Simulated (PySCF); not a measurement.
**C₃H₁₀GeSi₂: electronic excitations**

Wanted: the electronic excitations of C₃H₁₀GeSi₂ (`CC1=[CH][GeH2][SiH2][SiH2]1`), by calculation.

The runs use PySCF 2.14.0, with density-fitted response routines of our own; the level of theory stands in each step. All values are computed, except where a source is named. Atoms are numbered from 0 throughout.

### 1 The molecule as given

16 atoms, charge 0, multiplicity 1; geometry from: GFN2-xTB.

Bonds of the start (Å): C0–C1 1.50, C1–C2 1.33, C2–Ge3 1.96, Ge3–Si4 2.34, Si4–Si5 2.32, Si5–C1 1.90, C0–H6 1.09, C0–H7 1.09, C0–H8 1.09, C2–H9 1.09, Ge3–H10 1.52, Ge3–H11 1.52, Si4–H12 1.47, Si4–H13 1.47, Si5–H14 1.47, Si5–H15 1.47.

### 2 Excited states and response: wB97X-D/def2-SVPD

Job settings and geometry (Å):

```
{"job": {"kind": "uv", "xc": "wB97X-D", "basis": "def2-SVPD", "nstates": 8, "ntriplets": 3}, "charge": 0, "multiplicity": 1}
C      2.410936     0.291314     0.152966
C      0.917086     0.202183     0.049745
C      0.159093     1.283819    -0.142690
Ge    -1.792118     1.213620    -0.300193
Si    -2.095554    -1.095405    -0.041705
Si     0.165817    -1.538483     0.215971
H      2.761135     1.318990     0.062406
H      2.875757    -0.307313    -0.630558
H      2.744224    -0.109487     1.110129
H      0.648664     2.250641    -0.224014
H     -2.352031     2.190268     0.714314
H     -2.143680     1.902937    -1.603062
H     -2.741268    -1.709331    -1.205545
H     -2.942283    -1.415402     1.110274
H      0.583866    -2.072608     1.522467
H      0.792757    -2.396800    -0.801915
```

Level: TDDFT wB97X-D/def2-SVPD, vertical, gas phase, core orbitals frozen in the response.

The run is started by

```console
OMP_NUM_THREADS=1 python probes_run.py task.json out
```

This one command runs all jobs of the session in turn.

Predict these results of the whole session: lowest singlet (wB97X-D/def2-SVPD); brightest single state of those computed; lowest triplet.

As calculated:

```
                                quantity                        value
      lowest singlet (wB97X-D/def2-SVPD)  6.04 eV (205 nm), f = 0.000
brightest single state of those computed  state 6, 6.74 eV, f = 0.327
                          lowest triplet                      4.30 eV
```

What this shows: The lowest singlet, at 6.04 eV, is HOMO−1→LUMO+1 0.79, HOMO−2→LUMO+2 0.09 and is dark; of the 8 states computed, the strongest absorption comes from state 6 at 6.74 eV. The lowest triplet lies 1.74 eV below the lowest singlet (triplets in Tamm-Dancoff, singlets in full TDDFT).
